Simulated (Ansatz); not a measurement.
# CH8AlClN2: the cost of one run

Method: RKS PBE-D4/def2-SVP, in Ansatz 0.2.0.

## (1) The system as given

Bond lengths: Al1–Cl2 2.601 Å, Al1–N3 1.770 Å, Al1–N4 1.771 Å, Al1–C6 2.293 Å, N3–H7 1.010 Å, N3–H8 1.012 Å, N4–H9 1.010 Å, N4–H10 1.012 Å, C6–H11 1.085 Å, C6–H12 1.099 Å, C6–H13 1.085 Å. Angles (14 of 18 angles, heavy atoms first): Cl2–Al1–N3 109.3°, Cl2–Al1–N4 109.7°, Cl2–Al1–C6 80.0°, N3–Al1–N4 132.6°, N3–Al1–C6 106.5°, N4–Al1–C6 105.8°, Al1–N3–H7 127.6°, Al1–N3–H8 122.9°, Al1–N4–H9 128.8°, Al1–N4–H10 121.8°, Al1–C6–H11 122.8°, Al1–C6–H12 68.4°, Al1–C6–H13 125.9°, H7–N3–H8 108.5°.

As a file:

```xyz
13

Al    0.5672   -0.2350    0.0653
Cl    0.7256    1.4075    2.0759
N     1.5023    0.4089   -1.2930
N     0.2955   -1.8813    0.6592
H    -0.5098    1.0225    0.8792
C    -1.5058    0.7379   -0.0505
H     1.8860   -0.1032   -2.0748
H     1.8966    1.3411   -1.2958
H     0.5760   -2.7580    0.2434
H    -0.0038   -2.0628    1.6092
H    -2.3492    0.3973    0.5410
H    -1.3481    0.0217   -0.8684
H    -1.7324    1.7034   -0.4905
```

## (2) A restrained relaxation towards end A

Springs on the bonds that form and break draw the guess towards this end; the thresholds are loose.

input.yaml reads:

```yaml
crystal:
  periodic: [false, false, false]
  atoms:
    - { symbol: Al, position_ang: [0.5672, -0.235, 0.0653] }
    - { symbol: Cl, position_ang: [0.7256, 1.4075, 2.0759] }
    - { symbol: "N", position_ang: [1.5023, 0.4089, -1.293] }
    - { symbol: "N", position_ang: [0.2955, -1.8813, 0.6592] }
    - { symbol: H, position_ang: [-0.5098, 1.0225, 0.8792] }
    - { symbol: C, position_ang: [-1.5058, 0.7379, -0.0505] }
    - { symbol: H, position_ang: [1.886, -0.1032, -2.0748] }
    - { symbol: H, position_ang: [1.8966, 1.3411, -1.2958] }
    - { symbol: H, position_ang: [0.576, -2.758, 0.2434] }
    - { symbol: H, position_ang: [-0.0038, -2.0628, 1.6092] }
    - { symbol: H, position_ang: [-2.3492, 0.3973, 0.541] }
    - { symbol: H, position_ang: [-1.3481, 0.0217, -0.8684] }
    - { symbol: H, position_ang: [-1.7324, 1.7034, -0.4905] }
basis:
  gaussian: { orbitals: def2-SVP }
hamiltonian:
  xc: pbe
  dispersion: d4
relax:
  f_tol: 0.15
  max_steps: 25
  restrain:
    - { distance: [0, 5], at: 3.27, k: 30.0 }
    - { distance: [4, 1], at: 2.63, k: 30.0 }
    - { distance: [0, 1], at: 2.23, k: 30.0 }
    - { distance: [4, 5], at: 1.07, k: 30.0 }
```

Command:

```bash
$ ansatz run input.yaml --threads 2 --pin off --max-ram 3072MiB --backend cpu --events-out ev --progress --plain --runs-dir out
```

Q: Estimate wall time and peak memory on 2 threads of Intel Xeon 6975P-C (Granite Rapids), shared host.

About 16 s, with a peak of 0.18 GiB.
